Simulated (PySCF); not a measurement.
# Phosphorus: the same states on changed settings, part 2 of 2

Aim: see what changed settings do to total energies and their difference. The change: initial guess 1e, at most 50 SCF cycles. A sound run of the same states serves as the yardstick.

PySCF 2.14.0; changed: initial guess 1e, at most 50 SCF cycles. The scripts are equivalent inputs of a driver's runs.

## 3. Changed run, P²⁺: the ladder of methods

UHF:

input.py

```python
from pyscf import gto, scf, dft, mp, cc
import basis_set_exchange as bse
mol = gto.M(atom="P 0 0 0", charge=2, spin=1, symmetry="D2h",
            basis=gto.basis.parse(bse.get_basis("aug-cc-pVDZ-DK", elements=["P"], fmt="nwchem", header=False)),
            nucmod="G")
mf = scf.UHF(mol).sfx2c1e()
mf.irrep_nelec = {'Ag': (3, 3), 'B1u': (1, 1), 'B2u': (2, 1), 'B3u': (1, 1)}
mf.init_guess = "1e"
mf.max_cycle = 50
mf.kernel()
```

What it wrote:

```text
damping factor = 0
level_shift factor = 0
DIIS = <class 'pyscf.scf.diis.CDIIS'>
diis_start_cycle = 1
diis_space = 10
diis_damp = 0
SCF conv_tol = 1e-09
SCF conv_tol_grad = None
number electrons alpha = 7  beta = 6
irrep_nelec {'Ag': (3, 3), 'B1g': (0, 0), 'B2g': (0, 0), 'B3g': (0, 0), 'B1u': (1, 1), 'B2u': (2, 1), 'B3u': (1, 1)}
alpha HOMO (B2u) = -0.933044955834199  LUMO (B1u) = -0.583920406750757
  HOMO = -0.933044955834  LUMO = -0.583920406751  gap/eV = 9.50016
cycle= 1 E= -340.432855112465  delta_E= -1.31  |g|= 0.169  |ddm|= 17.3
alpha HOMO (B2u) = -1.07471116159914  LUMO (B1u) = -0.657147405176206
  HOMO = -1.0747111616  LUMO = -0.657147405176  gap/eV = 11.36249
cycle= 2 E= -340.454347939935  delta_E= -0.0215  |g|= 0.0312  |ddm|= 1.63
alpha HOMO (B2u) = -1.0986979113475  LUMO (B1u) = -0.683486348247481
  HOMO = -1.09869791135  LUMO = -0.683486348247  gap/eV = 11.29848
cycle= 3 E= -340.455255159384  delta_E= -0.000907  |g|= 0.0054  |ddm|= 0.272
alpha HOMO (B2u) = -1.09953934981742  LUMO (B1u) = -0.685813597693624
  HOMO = -1.09953934982  LUMO = -0.685813597694  gap/eV = 11.25805
cycle= 4 E= -340.455288409855  delta_E= -3.33e-05  |g|= 0.000999  |ddm|= 0.0505
alpha HOMO (B2u) = -1.09939420373469  LUMO (B1u) = -0.685874489400521
  HOMO = -1.09939420373  LUMO = -0.685874489401  gap/eV = 11.25244
cycle= 5 E= -340.455289665395  delta_E= -1.26e-06  |g|= 7.9e-05  |ddm|= 0.0129
alpha HOMO (B2u) = -1.09934857875919  LUMO (B1u) = -0.68584871115387
  HOMO = -1.09934857876  LUMO = -0.685848711154  gap/eV = 11.25190
cycle= 6 E= -340.455289671991  delta_E= -6.6e-09  |g|= 8.92e-06  |ddm|= 0.000925
alpha HOMO (B2u) = -1.09934608290206  LUMO (B1u) = -0.685850404020706
  HOMO = -1.0993460829  LUMO = -0.685850404021  gap/eV = 11.25179
cycle= 7 E= -340.455289672081  delta_E= -9.03e-11  |g|= 1.33e-06  |ddm|= 5.55e-05
converged SCF energy = -340.455289672081  <S^2> = 0.7609062  2S+1 = 2.0108766
```

Time after the integrals: 0.03 s (1 thread of AMD EPYC 9R45, shared host).

The occupied shells:

```csv
shell,electrons,mean orbital energy (eV),spread (eV),rms radius (bohr)
1s α,1,-2207.4,0,0.120
1s β,1,-2207.1,0,0.120
2s α,1,-229.75,0,0.559
2s β,1,-229.47,0,0.559
2p α,3,-171.33,0.463,0.539
2p β,3,-170.84,0.645,0.539
3s α,1,-40.166,0,1.89
3s β,1,-37.173,0,1.89
3p α,1,-29.915,0,2.14
```

⟨S²⟩ = 0.761, ⟨L²⟩ = 2.03.

B3LYP:

input.py, as changed from the run before:

```diff
@@ -5,3 +5,3 @@
             nucmod="G")
-mf = scf.UHF(mol).sfx2c1e()
+mf = dft.UKS(mol, xc="B3LYP").sfx2c1e()
 mf.irrep_nelec = {'Ag': (3, 3), 'B1u': (1, 1), 'B2u': (2, 1), 'B3u': (1, 1)}
```

What it wrote:

```text
damping factor = 0
level_shift factor = 0
DIIS = <class 'pyscf.scf.diis.CDIIS'>
diis_start_cycle = 1
diis_space = 10
diis_damp = 0
SCF conv_tol = 1e-09
SCF conv_tol_grad = None
number electrons alpha = 7  beta = 6
irrep_nelec {'Ag': (3, 3), 'B1g': (0, 0), 'B2g': (0, 0), 'B3g': (0, 0), 'B1u': (1, 1), 'B2u': (2, 1), 'B3u': (1, 1)}
XC functionals = B3LYP
    P. J. Stephens, F. J. Devlin, C. F. Chabalowski, and M. J. Frisch.,  J. Phys. Chem. 98, 11623 (1994)
alpha HOMO (B2u) = -0.814597208547762  LUMO (B1u) = -0.749691329737229
  HOMO = -0.814597208548  LUMO = -0.749691329737  gap/eV = 1.76618
cycle= 1 E= -340.977876898706  delta_E= -1.3  |g|= 0.265  |ddm|= 19.4
alpha HOMO (B2u) = -0.973699139300899  LUMO (B1u) = -0.882213282563448
  HOMO = -0.973699139301  LUMO = -0.882213282563  gap/eV = 2.48946
cycle= 2 E= -340.99185695171  delta_E= -0.014  |g|= 0.0387  |ddm|= 0.86
alpha HOMO (B2u) = -0.955837560283563  LUMO (B1u) = -0.863699765185076
  HOMO = -0.955837560284  LUMO = -0.863699765185  gap/eV = 2.50720
cycle= 3 E= -340.992219409421  delta_E= -0.000362  |g|= 0.000573  |ddm|= 0.154
alpha HOMO (B2u) = -0.956505858063036  LUMO (B1u) = -0.864224331895214
  HOMO = -0.956505858063  LUMO = -0.864224331895  gap/eV = 2.51111
cycle= 4 E= -340.992219671769  delta_E= -2.62e-07  |g|= 4.97e-05  |ddm|= 0.00519
alpha HOMO (B2u) = -0.956478061886912  LUMO (B1u) = -0.864174403135871
  HOMO = -0.956478061887  LUMO = -0.864174403136  gap/eV = 2.51171
cycle= 5 E= -340.992219674298  delta_E= -2.53e-09  |g|= 3.2e-06  |ddm|= 0.00038
alpha HOMO (B2u) = -0.95648114725641  LUMO (B1u) = -0.864175647948738
  HOMO = -0.956481147256  LUMO = -0.864175647949  gap/eV = 2.51176
cycle= 6 E= -340.992219674308  delta_E= -1e-11  |g|= 2.46e-07  |ddm|= 1.7e-05
converged SCF energy = -340.992219674308  <S^2> = 0.75319464  2S+1 = 2.0031921
```

Time after the integrals: 0.08 s (1 thread of AMD EPYC 9R45, shared host).

PBE0:

input.py, as changed from the run before:

```diff
@@ -5,3 +5,3 @@
             nucmod="G")
-mf = dft.UKS(mol, xc="B3LYP").sfx2c1e()
+mf = dft.UKS(mol, xc="PBE0").sfx2c1e()
 mf.irrep_nelec = {'Ag': (3, 3), 'B1u': (1, 1), 'B2u': (2, 1), 'B3u': (1, 1)}
```

What it wrote:

```text
damping factor = 0
level_shift factor = 0
DIIS = <class 'pyscf.scf.diis.CDIIS'>
diis_start_cycle = 1
diis_space = 10
diis_damp = 0
SCF conv_tol = 1e-09
SCF conv_tol_grad = None
number electrons alpha = 7  beta = 6
irrep_nelec {'Ag': (3, 3), 'B1g': (0, 0), 'B2g': (0, 0), 'B3g': (0, 0), 'B1u': (1, 1), 'B2u': (2, 1), 'B3u': (1, 1)}
XC functionals = PBE0
    C. Adamo and V. Barone.,  J. Chem. Phys. 110, 6158 (1999)
    M. Ernzerhof and G. E. Scuseria.,  J. Chem. Phys. 110, 5029 (1999)
alpha HOMO (B2u) = -0.823101283349157  LUMO (B1u) = -0.735316255043443
  HOMO = -0.823101283349  LUMO = -0.735316255043  gap/eV = 2.38875
cycle= 1 E= -340.82931495238  delta_E= -1.3  |g|= 0.235  |ddm|= 19.1
alpha HOMO (B2u) = -0.978824131283258  LUMO (B1u) = -0.864949224459178
  HOMO = -0.978824131283  LUMO = -0.864949224459  gap/eV = 3.09869
cycle= 2 E= -340.83916544079  delta_E= -0.00985  |g|= 0.0288  |ddm|= 0.511
alpha HOMO (B2u) = -0.967579298317296  LUMO (B1u) = -0.852841755230397
  HOMO = -0.967579298317  LUMO = -0.85284175523  gap/eV = 3.12217
cycle= 3 E= -340.839350325015  delta_E= -0.000185  |g|= 0.00068  |ddm|= 0.0985
alpha HOMO (B2u) = -0.968352893350913  LUMO (B1u) = -0.853416978713591
  HOMO = -0.968352893351  LUMO = -0.853416978714  gap/eV = 3.12757
cycle= 4 E= -340.839350694278  delta_E= -3.69e-07  |g|= 7.37e-05  |ddm|= 0.00496
alpha HOMO (B2u) = -0.968333211525223  LUMO (B1u) = -0.85335683205931
  HOMO = -0.968333211525  LUMO = -0.853356832059  gap/eV = 3.12867
cycle= 5 E= -340.839350700054  delta_E= -5.78e-09  |g|= 4.44e-06  |ddm|= 0.000428
alpha HOMO (B2u) = -0.968335918861955  LUMO (B1u) = -0.853357146363944
  HOMO = -0.968335918862  LUMO = -0.853357146364  gap/eV = 3.12873
cycle= 6 E= -340.839350700076  delta_E= -2.14e-11  |g|= 2.15e-07  |ddm|= 3.36e-05
converged SCF energy = -340.839350700076  <S^2> = 0.75424625  2S+1 = 2.0042417
```

It took 0.06 s on 1 thread of AMD EPYC 9R45, shared host, the integrals not counted.

MP2 (valence):

input.py, as changed from the run before:

```diff
@@ -5,3 +5,3 @@
             nucmod="G")
-mf = dft.UKS(mol, xc="PBE0").sfx2c1e()
+mf = scf.UHF(mol).sfx2c1e()
 mf.irrep_nelec = {'Ag': (3, 3), 'B1u': (1, 1), 'B2u': (2, 1), 'B3u': (1, 1)}
@@ -10 +10,2 @@
 mf.kernel()
+mp.UMP2(mf, frozen=5).kernel()
```

This step left no log, only its results.

It took 0.01 s on 1 thread of AMD EPYC 9R45, shared host, the integrals not counted.

With 3 electrons correlated, the MP2 correlation energy is -0.03857 hartree (-0.00233 same spin, -0.03624 opposite spin); the SCS form gives -0.04427. Largest pairs of shells: 3s-3s -0.0224, 3s-3p -0.0162, 3p-3p 0.0000.

CCSD(T) (valence):

input.py, as changed from the run before:

```diff
@@ -10,2 +10,3 @@
 mf.kernel()
-mp.UMP2(mf, frozen=5).kernel()
+mycc = cc.CCSD(mf, frozen=5).run()
+mycc.ccsd_t()
```

What it wrote:

```text
CC2 = 0
CCSD nocc = (np.int64(2), np.int64(1)), nmo = (22, 22)
frozen orbitals [[0, 1, 2, 3, 4], [0, 1, 2, 3, 4]]
max_cycle = 100
direct = 0
conv_tol = 1e-08
conv_tol_normt = 1e-06
diis_space = 8
diis_start_cycle = 0
Init t2, MP2 energy = -0.0385737264826754
Init E_corr(UCCSD) = -0.0385737264839488
cycle = 1  E_corr(UCCSD) = -0.050906883371871  dE = -0.0123331569  norm(t1,t2) = 0.0526474
cycle = 2  E_corr(UCCSD) = -0.0552156978322923  dE = -0.00430881446  norm(t1,t2) = 0.0218517
cycle = 3  E_corr(UCCSD) = -0.0581387018436814  dE = -0.00292300401  norm(t1,t2) = 0.00980859
cycle = 4  E_corr(UCCSD) = -0.0581143907379612  dE = 2.43111057e-05  norm(t1,t2) = 0.00114759
cycle = 5  E_corr(UCCSD) = -0.0581345023803731  dE = -2.01116424e-05  norm(t1,t2) = 0.0001211
cycle = 6  E_corr(UCCSD) = -0.0581283552658913  dE = 6.14711448e-06  norm(t1,t2) = 2.10547e-05
cycle = 7  E_corr(UCCSD) = -0.0581309940125526  dE = -2.63874666e-06  norm(t1,t2) = 6.97598e-06
cycle = 8  E_corr(UCCSD) = -0.0581303865822976  dE = 6.07430255e-07  norm(t1,t2) = 1.80875e-06
cycle = 9  E_corr(UCCSD) = -0.0581304270318946  dE = -4.04495969e-08  norm(t1,t2) = 2.00553e-07
cycle = 10  E_corr(UCCSD) = -0.0581304308206102  dE = -3.78871563e-09  norm(t1,t2) = 2.89138e-08
UCCSD converged
E(UCCSD) = -340.5134201029018  E_corr = -0.05813043082061019
UCCSD(T) correction = -0.000615222041744812
```

It took 0.06 s on 1 thread of AMD EPYC 9R45, shared host, the integrals not counted.

CCSD correlation -0.05813 hartree, triples -0.00062; total -340.514035. T1 = 0.010, largest double amplitude 0.110.

## 4. What moved

```csv
species,method,converged,energy less sound run (eV)
P⁺,UHF,yes,+0.0000
P⁺,B3LYP,yes,+0.0000
P⁺,PBE0,yes,-0.0000
P⁺,MP2 (valence),yes,+0.0000
P⁺,CCSD(T) (valence),yes,+0.0000
P²⁺,UHF,yes,-0.0000
P²⁺,B3LYP,yes,+0.0000
P²⁺,PBE0,yes,-0.0000
P²⁺,MP2 (valence),yes,-0.0000
P²⁺,CCSD(T) (valence),yes,-0.0000
```

Ionisation energy of P⁺:

```csv
method,sound run (eV),changed run (eV),shift (eV)
UHF,19.160,19.160,-0.000
B3LYP,19.751,19.751,-0.000
PBE0,19.818,19.818,+0.000
MP2,19.478,19.478,-0.000
SCS-MP2,19.399,19.399,-0.000
CCSD,19.509,19.509,-0.000
CCSD(T),19.521,19.521,-0.000
```

## 5. What came out

This closing draws on all 2 parts.

```
                                 quantity                                    value
                                   change  initial guess 1e, at most 50 SCF cycles
                           runs converged                                 10 of 10
largest shift of a converged total energy                                 0.000 eV
   largest shift of the ionisation energy                      -0.000 eV (SCS-MP2)
```

What this shows: The difference hardly moves. Here the plain start reaches the same solutions.
